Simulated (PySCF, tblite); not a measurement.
**C8H11BS: geometry, infrared bands and NMR shifts**

What infrared bands and NMR shifts should C8H11BS (`C=C1C=CC(B(C)SC)=C1`) show?

The runs use tblite 0.8.0 and PySCF 2.14.0, with density-fitted response routines of our own; the level of theory stands in each step. All values are computed, except where a source is named. Atoms are numbered from 0 throughout.

**1. The starting structure**

21 atoms, charge 0, multiplicity 1; geometry from: force field or distance geometry start.

Bonds of the start (Å): C0–C1 1.30, C1–C2 1.48, C2–C3 1.32, C3–C4 1.44, C4–B5 1.57, B5–C6 1.59, B5–S7 1.89, S7–C8 1.81, C4–C9 1.34, C9–C1 1.45, C0–H10 1.09, C0–H11 1.08, C2–H12 1.10, C3–H13 1.09, C6–H14 1.12, C6–H15 1.09, C6–H16 1.12, C8–H17 1.11, C8–H18 1.10, C8–H19 1.10, C9–H20 1.11.

**2. Optimising the geometry with GFN2-xTB**

What the job is given:

```
{"job": {"kind": "relax", "xc": "GFN2-xTB", "basis": "xTB"}, "charge": 0, "multiplicity": 1}
C     -3.476300     1.243400    -0.256100
C     -2.469100     0.519600     0.135100
C     -2.326600    -0.375300     1.299000
C     -1.118200    -0.905700     1.306000
C     -0.400600    -0.389800     0.164100
B      1.068100    -0.700200    -0.298200
C      1.324700    -1.154800    -1.801200
S      2.438000    -0.739900     0.997900
C      3.498400     0.721000     0.946300
C     -1.178600     0.445700    -0.530100
H     -4.440300     1.291700     0.249100
H     -3.351200     1.830500    -1.149400
H     -3.118400    -0.561600     2.037100
H     -0.694500    -1.611400     2.026500
H      1.197100    -0.280000    -2.486200
H      2.307000    -1.587100    -1.963500
H      0.468100    -1.849800    -2.019500
H      3.412500     1.324800     1.873500
H      3.171300     1.364800     0.120000
H      4.553600     0.447500     0.796200
H     -0.874100     0.983800    -1.446900
```

Run with:

```
$ OMP_NUM_THREADS=1 python probes_run.py task.json out
```

One launch serves the whole session: the jobs run in the order shown.

**Question.** This job is followed by: GFN2-xTB harmonic vibrations, gas phase; GIAO PBE0/pcSseg-1 NMR shielding, non-relativistic, gas phase. What will the session give for the following? strongest single infrared mode (GFN2-xTB); zero-point energy (GFN2-xTB); 13C shifts against TMS (PBE0/pcSseg-1); 1H shifts against TMS (PBE0/pcSseg-1, means over atoms taken as alike); 11B shifts against BF3·OEt2 (PBE0/pcSseg-1); 33S shifts against CS2 (PBE0/pcSseg-1); surface potential, 1st and 99th percentile.

The runs gave:

```
                                                              quantity                                                    value
                             strongest single infrared mode (GFN2-xTB)                                     1048 cm⁻¹, 99 km/mol
                                          zero-point energy (GFN2-xTB)                                           103.4 kcal/mol
                                13C shifts against TMS (PBE0/pcSseg-1)  161.4, 154.8, 146.5, 143.1, 134.8, 130.0, 17.5, 5.7 ppm
1H shifts against TMS (PBE0/pcSseg-1, means over atoms taken as alike)             7.32, 6.99, 6.38, 6.32, 6.31, 2.31, 0.99 ppm
                           11B shifts against BF3·OEt2 (PBE0/pcSseg-1)                                                 62.1 ppm
                                33S shifts against CS2 (PBE0/pcSseg-1)                                                   62 ppm
                                 surface potential, 1st and 99th percentile                                       -0.90 V and 0.97 V
```

In words: Over 173 steps the energy fell by 1.079 eV; of the close pairs, B5–S7 changed most, 1.886 to 1.787 Å. No mode is imaginary among the 57: a minimum at this level. The strongest single mode, at 1048 cm⁻¹, moves mainly B5. Unscaled tight-binding wavenumbers are off by several per cent, some by more. Its intensities can rank the bands wrongly. At PBE0/pcSseg-1: Shielding is most anisotropic at S7 (span 334 ppm, paramagnetic term -619 ppm). At PBE0/pcSseg-1, counted by nearest atom on the grid, the HOMO lies on C2, C9 about 25 % each; C3, C4 about 14 % each, the LUMO on C0 23 %; C9 16 %.
